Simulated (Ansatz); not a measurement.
**C₃H₅Cl₂Ga: small, medium and large basis sets**

Aim: see how fast density functionals converge with the basis set for C₃H₅Cl₂Ga.

The runs use Ansatz 0.2.0, Gaussian basis; one geometry, several basis sets.

The runs, in order: PBE0-D4/def2-SVP; ωB97M-V/def2-SVP; PBE0-D4/def2-QZVPP; ωB97M-V/def2-QZVPP; the functionals' def2-TZVPP values are taken from earlier runs.

1 further run of the same task is left out (it didn't finish).

## 1. Structure used throughout

The geometry comes from an earlier relaxation with PBE0-D4 in a triple-zeta def2 set; it is a stationary point, not always the lowest conformer.

SMILES `C=C[CH2][Ga]([Cl])[Cl]`, 11 atoms, charge 0, spin multiplicity 1.

Atoms are counted from 1 here; the program's logs count them from 0.

Bond lengths: C1–C2 1.326 Å, C1–H7 1.083 Å, C1–H8 1.089 Å, C2–C3 1.495 Å, C2–H9 1.089 Å, C3–Ga4 1.959 Å, C3–H10 1.094 Å, C3–H11 1.095 Å, Ga4–Cl5 2.138 Å, Ga4–Cl6 2.139 Å. Angles: C2–C1–H7 121.5°, C2–C1–H8 122.6°, H7–C1–H8 115.8°, C1–C2–C3 126.5°, C1–C2–H9 118.1°, C3–C2–H9 115.4°, C2–C3–Ga4 112.3°, C2–C3–H10 110.6°, C2–C3–H11 110.6°, Ga4–C3–H10 107.4°, Ga4–C3–H11 109.1°, H10–C3–H11 106.7°, C3–Ga4–Cl5 122.2°, C3–Ga4–Cl6 124.1°, Cl5–Ga4–Cl6 113.7°.

## 2. PBE0-D4 in def2-SVP

in.yaml

```yaml
crystal:
  periodic: [false, false, false]
  atoms:
    - {symbol: C, position_ang: [-0.775679, -0.443522, -1.395330]}
    - {symbol: C, position_ang: [-0.220806, -1.130593, -0.406881]}
    - {symbol: C, position_ang: [0.322348, -0.572570, 0.869868]}
    - {symbol: Ga, position_ang: [0.554497, 1.371308, 0.793822]}
    - {symbol: Cl, position_ang: [2.453065, 2.278411, 0.414438]}
    - {symbol: Cl, position_ang: [-1.025809, 2.781268, 1.093714]}
    - {symbol: H, position_ang: [-1.156020, -0.934448, -2.282976]}
    - {symbol: H, position_ang: [-0.897308, 0.638275, -1.361988]}
    - {symbol: H, position_ang: [-0.152604, -2.212861, -0.509241]}
    - {symbol: H, position_ang: [1.299124, -1.010282, 1.095727]}
    - {symbol: H, position_ang: [-0.335310, -0.821987, 1.709446]}
basis:
  gaussian: {orbitals: def2-SVP}
hamiltonian: {xc: pbe0, dispersion: d4}
output: {orbitals: {seedname: orbitals}}
```

After this run come: ωB97M-V in def2-SVP; PBE0-D4 in def2-QZVPP; ωB97M-V in def2-QZVPP.

Q: Predict the results of all the runs planned. Wanted: PBE0-D4: double and triple zeta above quadruple; ωB97M-V: double and triple zeta above quadruple.

**Answer**, as computed:

| quantity | value |
| --- | --- |
| PBE0-D4: double and triple zeta above quadruple | 20.86, 2.08 eV |
| ωB97M-V: double and triple zeta above quadruple | 20.82, 2.00 eV |

**Reading.** For PBE0-D4 the step from double to triple zeta gains 18.77 eV and the next only 2.08 eV. These are total energies; as a rule much of such shifts cancels in differences, which this series doesn't test.
